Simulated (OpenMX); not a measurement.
The system is HfIn4SiO6.

```
Hf In Si O
1.0
     2.71585   -4.70357    0.00833
     2.71585    4.70357    0.00833
    -1.87915    0.00000    7.40127
Hf In Si O
1 4 1 6
Direct
  0.78835 0.21165 0.00000
  0.62175 0.37825 0.50000
  0.45502 0.54498 0.00000
  0.28407 0.71593 0.50000
  0.95814 0.04186 0.50000
  0.12168 0.87832 0.00000
  0.06219 0.11415 0.86666
  0.88585 0.93781 0.13334
  0.79490 0.53784 0.86663
  0.46216 0.20510 0.13337
  0.15352 0.62879 0.13333
  0.37121 0.84648 0.86667
```

The cell was built by a generator and needn't be a form met in nature.

Base run:

* Program: OpenMX 3.8.5
* Functional: LDA
* Potentials or basis: OpenMX 2013 LDA set, Hf7.0-s3p2d2f1, In7.0-s3p2d2, Si7.0-s2p2d1, O6.0-s2p2d1, grid cutoff 500 Ry
* k mesh: 7 × 7 × 5
* Occupations: fermi-dirac, width 0.05 eV
* Spin: no spin polarisation

Its results: pressure -7.0 GPa; largest force 0.484 eV/Å.

Task: The run is repeated on the same cell with these changes: functional from LDA to PBE; potentials or basis from OpenMX 2013 LDA set, Hf7.0-s3p2d2f1, In7.0-s3p2d2, Si7.0-s2p2d1, O6.0-s2p2d1, grid cutoff 500 Ry to OpenMX 2013 PBE set, Hf7.0-s3p2d2f1, In7.0-s3p2d2, Si7.0-s2p2d1, O6.0-s2p2d1, grid cutoff 500 Ry. What comes out?

Result: Pressure 0.7 GPa; largest force 0.313 eV/Å.

Caveats: the basis of atomic orbitals isn't converged, which shifts pressures, moduli and gaps.
